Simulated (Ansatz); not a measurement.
# BH2F (SMILES BF) at PBE/cc-pVTZ

Aim: the electronic atomisation energy of BH2F at PBE/cc-pVTZ, from 4 runs. 

The results are computed with Ansatz 0.2.0.

48 further runs of the same task are left out: 48 set aside as unsound or not needed.

### 1 The system as given

BH2F has 4 atoms, charge 0, and is taken as a singlet. SMILES: `BF`. Geometry: relaxed at PBE0-D4/def2-TZVP.

Bond lengths: B1–F2 1.317 Å, B1–H3 1.197 Å, B1–H4 1.198 Å. Angles: F2–B1–H3 117.8°, F2–B1–H4 117.8°, H3–B1–H4 124.4°.

### 2 A single-point energy at PBE/cc-pVTZ

Contents of molecule.yaml:

```yaml
basis:
  gaussian: {orbitals: cc-pVTZ}
crystal:
  periodic: [false, false, false]
  atoms:
    - {symbol: B, position_ang: [-0.027300, -0.004000, -0.030800]}
    - {symbol: F, position_ang: [1.061200, -0.296700, 0.649900]}
    - {symbol: H, position_ang: [-1.012500, -0.649100, 0.186200]}
    - {symbol: H, position_ang: [0.034200, 0.889600, -0.825600]}
hamiltonian: {xc: {name: PBE}}
accuracy: high
output: {orbitals: {seedname: orbitals}}
```

Started as:

```sh
ansatz run molecule.yaml --threads 1 --pin off --max-ram 3480MiB --events-out events.jsonl --progress --plain --runs-dir runs
```

Output:

```text
Warning: RAYON_NUM_THREADS=1 ignored (pool sized by the plan → 1); use --threads N
Functional definition: PBE
  name "PBE"
  parameter kappa = 0.804
  parameter beta = 0.06672455060314922
  exchange = pbe_x(kappa = kappa, mu = beta*pi^2/3)
  correlation = pbe_c(beta = beta)
1444 factors; integrals over basis functions are off by at most 3.0e-9 eV
mean field evaluation 1: about -3422.4686 eV, gradient 2.7e1 eV
mean field evaluation 2: about -3421.6006 eV, gradient 4.1e1 eV
mean field evaluation 4: about -3423.8850 eV, gradient 1.3e0 eV
mean field evaluation 8: about -3423.8855 eV, gradient 2.9e-3 eV
mean field evaluation 16: about -3423.8855 eV, gradient 4.8e-8 eV
mean field -3423.88552183 eV, -125.8254721345 hartree, gradient 4.9e-8 eV, S^2 0.000000; 0 other end points of the search recorded, 0 dependent functions left out
reference -3423.88552488 eV, -125.8254722464 hartree; 8, 8 occupied and 80, 80 virtual orbitals, 1444 factors
Total energy: -3423.88552488 eV, -125.8254722464 hartree
```

Run time: 2.3 s. Hardware: 1 thread of Arm Neoverse V1, shared host; peak memory 0.16 GiB.

### 3 The B atom

Contents of input.yaml:

```yaml
crystal:
  periodic: [false, false, false]
  atoms:
    - {symbol: B, position_ang: [0.000000, 0.000000, 0.000000]}
basis:
  gaussian:
    orbitals: cc-pVTZ
hamiltonian:
  xc: pbe
accuracy: high
magnetization:
  spin_polarized: true
  initial_magnetization: 1
```

Run the same way, it converges to -24.60986 Eh (log not shown).

### 4 The F atom at the same level

Contents of molecule.yaml:

```yaml
crystal:
  periodic: [false, false, false]
  atoms:
    - {symbol: F, position_ang: [0.000000, 0.000000, 0.000000]}
basis:
  gaussian:
    orbitals: cc-pVTZ
total_charge: 0
magnetization:
  spin_polarized: true
  initial_magnetization: 1
hamiltonian:
  xc: pbe
accuracy: high
```

Run the same way, it converges to -99.66135 Eh (log not shown).

### 5 The H atom

Contents of in.yaml:

```yaml
crystal:
  periodic: [false, false, false]
  atoms:
    - symbol: H
      position_ang: [0.000000, 0.000000, 0.000000]
basis:
  gaussian:
    orbitals: cc-pVTZ
total_charge: 0
magnetization:
  spin_polarized: true
  initial_magnetization: 1
hamiltonian:
  xc: {name: PBE}
accuracy: high
```

Run the same way, it converges to -0.49962 Eh (log not shown).

### 6 Outcome

At PBE/cc-pVTZ:

| quantity | value |
| --- | --- |
| molecule: total energy | -125.82547 Eh |
| molecule: HOMO energy | -7.72 eV |
| molecule: LUMO energy | -2.18 eV |
| molecule: HOMO–LUMO gap | 5.54 eV |
| B atom: total energy | -24.60986 Eh |
| B atom: ⟨S²⟩ | 0.753 |
| F atom: total energy | -99.66135 Eh |
| F atom: ⟨S²⟩ | 0.751 |
| H atom: total energy | -0.49962 Eh |
| H atom: ⟨S²⟩ | 0.750 |
| electronic atomisation energy | 15.103 eV |

In words: Taking the molecule apart into free atoms costs 15.10 eV (1457 kJ/mol), before zero-point energy and without spin-orbit coupling.
